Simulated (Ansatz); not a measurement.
# C3H9NSi2: the cost of one run

Program: Ansatz 0.2.0. Level of theory: RKS PBE/STO-3G. These are calculated values, not measurements.

### 1 The starting structure

Bond lengths (14 of 15 bonds, heavy atoms first): N1–C2 1.261 Å, C2–C3 1.466 Å, C3–C4 1.575 Å, C3–Si5 1.823 Å, C4–Si5 1.934 Å, Si5–Si6 2.251 Å, N1–H7 1.000 Å, C2–H8 1.114 Å, C3–H9 1.037 Å, C4–H10 1.010 Å, C4–H11 1.094 Å, Si5–H12 1.514 Å, Si6–H13 1.540 Å, Si6–H14 1.472 Å. Angles (14 of 28 angles, heavy atoms first): N1–C2–C3 117.6°, C2–C3–C4 120.6°, C2–C3–Si5 116.7°, C4–C3–Si5 68.9°, C3–C4–Si5 61.6°, C3–Si5–C4 49.5°, C3–Si5–Si6 118.5°, C4–Si5–Si6 113.6°, N1–C2–H8 123.8°, C3–C2–H8 118.5°, C2–N1–H7 111.0°, C2–C3–H9 114.5°, C4–C3–H9 112.9°, Si5–C3–H9 115.8°.

As a file:

```xyz
15

N    -1.2766   -2.4572    0.7804
C    -0.2654   -1.8025    1.1525
C     0.3364   -0.8776    0.1879
C     1.3788    0.2046    0.6591
Si   -0.3766    0.7981    0.1054
Si   -0.3845    1.8652   -1.8764
H    -1.6264   -3.0299    1.5224
H     0.2294   -1.9349    2.1416
H     0.5848   -1.3077   -0.7226
H     2.1329    0.4693    0.0420
H     1.4908    0.3079    1.7422
H    -1.0323    1.3814    1.3386
H    -1.8141    2.2230   -2.3221
H     0.3728    3.1251   -1.7944
H     0.2282    0.9845   -2.9273
```

### 2 Relaxing end A

The input, input.yaml:

```yaml
crystal:
  periodic: [false, false, false]
  atoms:
    - { symbol: "N", position_ang: [-1.2766, -2.4572, 0.7804] }
    - { symbol: C, position_ang: [-0.2654, -1.8025, 1.1525] }
    - { symbol: C, position_ang: [0.3364, -0.8776, 0.1879] }
    - { symbol: C, position_ang: [1.3788, 0.2046, 0.6591] }
    - { symbol: Si, position_ang: [-0.3766, 0.7981, 0.1054] }
    - { symbol: Si, position_ang: [-0.3845, 1.8652, -1.8764] }
    - { symbol: H, position_ang: [-1.6264, -3.0299, 1.5224] }
    - { symbol: H, position_ang: [0.2294, -1.9349, 2.1416] }
    - { symbol: H, position_ang: [0.5848, -1.3077, -0.7226] }
    - { symbol: H, position_ang: [2.1329, 0.4693, 0.042] }
    - { symbol: H, position_ang: [1.4908, 0.3079, 1.7422] }
    - { symbol: H, position_ang: [-1.0323, 1.3814, 1.3386] }
    - { symbol: H, position_ang: [-1.8141, 2.223, -2.3221] }
    - { symbol: H, position_ang: [0.3728, 3.1251, -1.7944] }
    - { symbol: H, position_ang: [0.2282, 0.9845, -2.9273] }
basis:
  gaussian: { orbitals: STO-3G }
hamiltonian:
  xc: pbe
relax:
  f_tol: 0.02
  max_steps: 50
output:
  orbitals: {}
```

Launch:

```sh
ansatz run input.yaml --threads 1 --pin off --max-ram 2048MiB --backend cpu --events-out ev --progress --plain --runs-dir out
```

Q: Estimate wall time and peak memory on 1 thread of Arm Neoverse V1, shared host.

About 48 s, with a peak of 0.13 GiB.
